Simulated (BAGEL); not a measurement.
# UHF/cc-pVDZ (density fitting with qzvpp-jkfit) run of C2HCl2Si (SMILES C#C[Si](Cl)Cl)

What is the energy change on altering one bond length of C2HCl2Si at UHF/cc-pVDZ (density fitting with qzvpp-jkfit)? 

The results are computed with BAGEL 1.2.2.

3 further runs of the same task are left out: 1 that didn't finish, 2 set aside as unsound or not needed.

## (1) The structure to begin with

C2HCl2Si: 6 atoms, total charge 0, spin state doublet. As SMILES, `C#C[Si](Cl)Cl`. The shape is that of a PBE0-D4/def2-TZVP optimisation.

Bond lengths: C1–C2 1.208 Å, C2–Si3 1.804 Å, Si3–Cl4 2.043 Å, Si3–Cl5 2.043 Å, C1–H6 1.066 Å. Angles: C1–C2–Si3 172.9°, C2–Si3–Cl4 109.7°, C2–Si3–Cl5 109.7°, Cl4–Si3–Cl5 110.2°, C2–C1–H6 179.0°.

## (2) The energy at UHF/cc-pVDZ (density fitting with qzvpp-jkfit)

hf.json reads:

```json
{ "bagel": [

{
  "title": "molecule",
  "basis": "cc-pvdz.json",
  "df_basis": "qzvpp-jkfit",
  "angstrom": "true",
  "geometry": [
    { "atom": "C", "xyz": [       1.324500,       0.483500,       1.111500 ] },
    { "atom": "C", "xyz": [       0.521500,       0.095400,       0.297200 ] },
    { "atom": "Si", "xyz": [      -0.504400,      -0.583800,      -1.021800 ] },
    { "atom": "Cl", "xyz": [      -1.914000,      -1.830600,      -0.226100 ] },
    { "atom": "Cl", "xyz": [      -1.406000,       0.937000,      -2.046300 ] },
    { "atom": "H", "xyz": [       2.020400,       0.834500,       1.839400 ] }
  ]
},

{ "title": "uhf", "nopen": 1 },

{ "title": "print", "file": "orbitals.molden", "orbitals": "true" }

]}
```

The basis set cc-pVDZ is read from a file made from the Basis Set Exchange's data (not shown).

Started as:

```
$ BAGEL_NUM_THREADS=1 BAGEL hf.json > hf.out
```

What it wrote:

```text
* using 1 threads per process

  ===============================================================
  ===============================================================

  *** Geometry ***

  { "atom" : "C", "xyz" : [      2.502942,      0.913683,      2.100431 ] },
  { "atom" : "C", "xyz" : [      0.985492,      0.180280,      0.561627 ] },
  { "atom" : "Si", "xyz" : [     -0.953178,     -1.103222,     -1.930922 ] },
  { "atom" : "Cl", "xyz" : [     -3.616936,     -3.459333,     -0.427267 ] },
  { "atom" : "Cl", "xyz" : [     -2.656955,      1.770673,     -3.866947 ] },
  { "atom" : "H", "xyz" : [      3.818003,      1.576976,      3.475962 ] },

  Number of auxiliary basis functions:      552

  Since a DF basis is specified, we compute 2- and 3-index integrals:
    o Being stored without compression. Storage requirement is 0.033 GB

  Number of basis functions:       87
  Number of electrons      :       61

    * METHOD: MOLECULE                             0.23

  *** Open-shell HF ***

  === Nuclear Repulsion ===
   293.7742620507

      * DIIS with orbital gradients will be used.

  === UHF iteration (cc-pvdz.json) ===
      0      -1284.15881852          0.01857659           0.19
      1      -1284.25426313          0.00811901           0.18
      2      -1284.26815590          0.00364612           0.18
      3      -1284.27110453          0.00130697           0.18
      4      -1284.27178807          0.00058960           0.18
      5      -1284.27196677          0.00012296           0.19
      6      -1284.27202510          0.00004584           0.19
      7      -1284.27205206          0.00002758           0.19
      8      -1284.27207392          0.00002232           0.18
      9      -1284.27210836          0.00001904           0.18
     10      -1284.27215386          0.00001532           0.19
     11      -1284.27219173          0.00001355           0.18
     12      -1284.27224669          0.00000953           0.18
     13      -1284.27227592          0.00000667           0.19
     14      -1284.27230148          0.00000390           0.18
     15      -1284.27230785          0.00000262           0.18
     16      -1284.27231149          0.00000265           0.18
     17      -1284.27232072          0.00000187           0.18
     18      -1284.27232598          0.00000172           0.18
     19      -1284.27232847          0.00000137           0.18
     20      -1284.27232884          0.00000090           0.18
     21      -1284.27232877          0.00000083           0.18
     22      -1284.27232869          0.00000074           0.18
     23      -1284.27232886          0.00000057           0.19
     24      -1284.27232892          0.00000039           0.18
     25      -1284.27232890          0.00000024           0.18
     26      -1284.27232895          0.00000006           0.19
     27      -1284.27232895          0.00000002           0.18
     28      -1284.27232895          0.00000001           0.19
     29      -1284.27232895          0.00000001           0.19
    * SCF iteration converged.

    * S^2 (UHF) is 0.8012

    * Permanent dipole moment:
           (   -0.855733,    -0.079691,    -0.360708) a.u.

    * METHOD: UHF                                  5.69

    * METHOD: PRINT                                0.01

  ===============================================================
```

It took 6.3 s on 1 thread of Intel Xeon 6975P-C (Granite Rapids), shared host; peak memory 0.15 GiB.

## (3) The distorted shape

input.json reads:

```json
{ "bagel": [

{
  "title": "molecule",
  "basis": "cc-pvdz.json",
  "df_basis": "qzvpp-jkfit",
  "angstrom": "true",
  "geometry": [
    { "atom": "C", "xyz": [       1.632278,       0.687265,       1.507210 ] },
    { "atom": "C", "xyz": [       0.829278,       0.299165,       0.692910 ] },
    { "atom": "Si", "xyz": [      -0.504400,      -0.583800,      -1.021800 ] },
    { "atom": "Cl", "xyz": [      -1.914000,      -1.830600,      -0.226100 ] },
    { "atom": "Cl", "xyz": [      -1.406000,       0.937000,      -2.046300 ] },
    { "atom": "H", "xyz": [       2.328178,       1.038265,       2.235110 ] }
  ]
},

{
  "title": "uhf",
  "nopen": 1
},

{
  "title": "print",
  "file": "orbitals.molden",
  "orbitals": "true"
}

]}
```

The basis set cc-pVDZ is read from a file made from the Basis Set Exchange's data (not shown).

Started as:

```
$ BAGEL_NUM_THREADS=1 BAGEL input.json > input.out
```

What it wrote:

```text
* using 1 threads per process

  ===============================================================
  ===============================================================

  *** Geometry ***

  { "atom" : "C", "xyz" : [      3.084558,      1.298743,      2.848214 ] },
  { "atom" : "C", "xyz" : [      1.567108,      0.565340,      1.309410 ] },
  { "atom" : "Si", "xyz" : [     -0.953178,     -1.103222,     -1.930922 ] },
  { "atom" : "Cl", "xyz" : [     -3.616936,     -3.459333,     -0.427267 ] },
  { "atom" : "Cl", "xyz" : [     -2.656955,      1.770673,     -3.866947 ] },
  { "atom" : "H", "xyz" : [      4.399619,      1.962036,      4.223746 ] },

  Number of auxiliary basis functions:      552

  Since a DF basis is specified, we compute 2- and 3-index integrals:
    o Being stored without compression. Storage requirement is 0.033 GB

  Number of basis functions:       87
  Number of electrons      :       61

    * METHOD: MOLECULE                             0.25

  *** Open-shell HF ***

  === Nuclear Repulsion ===
   278.4289470174

      * DIIS with orbital gradients will be used.

  === UHF iteration (cc-pvdz.json) ===
      0      -1284.08134634          0.02094475           0.18
      1      -1284.18722559          0.01014586           0.18
      2      -1284.20887782          0.00508102           0.18
      3      -1284.21458731          0.00119770           0.19
      4      -1284.21595214          0.00073896           0.18
      5      -1284.21630472          0.00019277           0.18
      6      -1284.21642694          0.00008571           0.18
      7      -1284.21647487          0.00004179           0.19
      8      -1284.21651272          0.00002375           0.19
      9      -1284.21654831          0.00001937           0.19
     10      -1284.21659026          0.00001760           0.19
     11      -1284.21663356          0.00001698           0.18
     12      -1284.21667853          0.00001695           0.19
     13      -1284.21667870          0.00001702           0.18
     14      -1284.21668359          0.00001694           0.18
     15      -1284.21671226          0.00001672           0.19
     16      -1284.21673894          0.00001632           0.18
     17      -1284.21678265          0.00001490           0.19
     18      -1284.21685259          0.00001134           0.18
     19      -1284.21689329          0.00000932           0.18
     20      -1284.21691313          0.00000717           0.18
     21      -1284.21693445          0.00000324           0.18
     22      -1284.21693889          0.00000247           0.18
     23      -1284.21694040          0.00000155           0.18
     24      -1284.21694076          0.00000098           0.18
     25      -1284.21694104          0.00000076           0.18
     26      -1284.21694110          0.00000071           0.19
     27      -1284.21694130          0.00000043           0.19
     28      -1284.21694128          0.00000027           0.18
     29      -1284.21694130          0.00000017           0.19
     30      -1284.21694131          0.00000007           0.18
     31      -1284.21694131          0.00000003           0.18
     32      -1284.21694131          0.00000002           0.19
     33      -1284.21694131          0.00000001           0.19
    * SCF iteration converged.

    * S^2 (UHF) is 0.8408

    * Permanent dipole moment:
           (   -0.133845,     0.276325,     0.382087) a.u.

    * METHOD: UHF                                  6.44

    * METHOD: PRINT                                0.01

  ===============================================================
```

It took 6.9 s on 1 thread of Intel Xeon 6975P-C (Granite Rapids), shared host; peak memory 0.15 GiB.

## (4) Outcome

Level: UHF/cc-pVDZ (density fitting with qzvpp-jkfit).

```
                                                          quantity           value
                                         first shape: total energy  -1284.27233 Eh
                                        first shape: dipole moment          2.37 D
                                                 first shape: ⟨S²⟩           0.801
                                     distorted shape: total energy  -1284.21694 Eh
                                    distorted shape: dipole moment          1.25 D
                                             distorted shape: ⟨S²⟩           0.841
energy change with the C2–Si3 bond stretched from 1.804 to 2.345 Å        1.507 eV
```

What this shows: With the C2–Si3 bond stretched from 1.804 to 2.345 Å the energy rises by 1.51 eV (35 kcal/mol). The first shape isn't relaxed at this level, so the change isn't measured from a minimum.
